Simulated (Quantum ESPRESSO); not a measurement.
BaTa2 under changes of volume

One of the cells (23.132 Å³/atom); the others are scaled copies at fixed shape and fractional positions:

```xyz
3
Lattice="3.7279 0.0000 0.0000 0.0000 3.7279 0.0000 0.0000 0.0000 4.9934" Properties=species:S:1:pos:R:3 pbc="T T T"
Ba    1.8640    1.8640    2.4967
Ta    0.0000    0.0000    1.1291
Ta    0.0000    0.0000    3.8643
```

The cell was built by a generator and needn't be a form met in nature.

* Program: Quantum ESPRESSO 7.5
* Functional: SOGGA
* Potentials or basis: PseudoDojo 0.4.1 SR LDA stringent
* Cutoff: 1796 eV
* Density cutoff: 7184 eV
* k mesh: 3 × 3 × 3
* Occupations: gaussian, width 0.136 eV
* Spin: no spin polarisation

```csv
volume (Å³/atom),energy over the lowest point (meV/atom),pressure (GPa),largest force (eV/Å)
21.744,259.18,22.4,1.375
22.206,?,?,?
22.669,146.11,17.0,1.320
23.132,100.14,14.6,1.274
23.594,60.65,12.4,1.209
24.057,27.36,10.3,1.127
24.520,0.00,8.4,1.032
```

Q: What does the run at 22.206 Å³/atom give?

A: Energy over the lowest point 198.93 meV/atom; pressure 19.5 GPa; largest force 1.352 eV/Å.

Worked out: A Birch-Murnaghan fit of order 3 (a polynomial in V^(-2/3)) to the other rows has no minimum within the range. It gives 199.10 meV/atom at 22.206 Å³/atom, against the run's 198.93, and -dE/dV = 19.6 GPa, against 19.5.

Energies are extrapolated to zero smearing.

Caveats: all runs use coarse meshes; the potentials were made for another functional, which shifts forces and pressure; SOGGA exchange is joined with the correlation of PBE here.
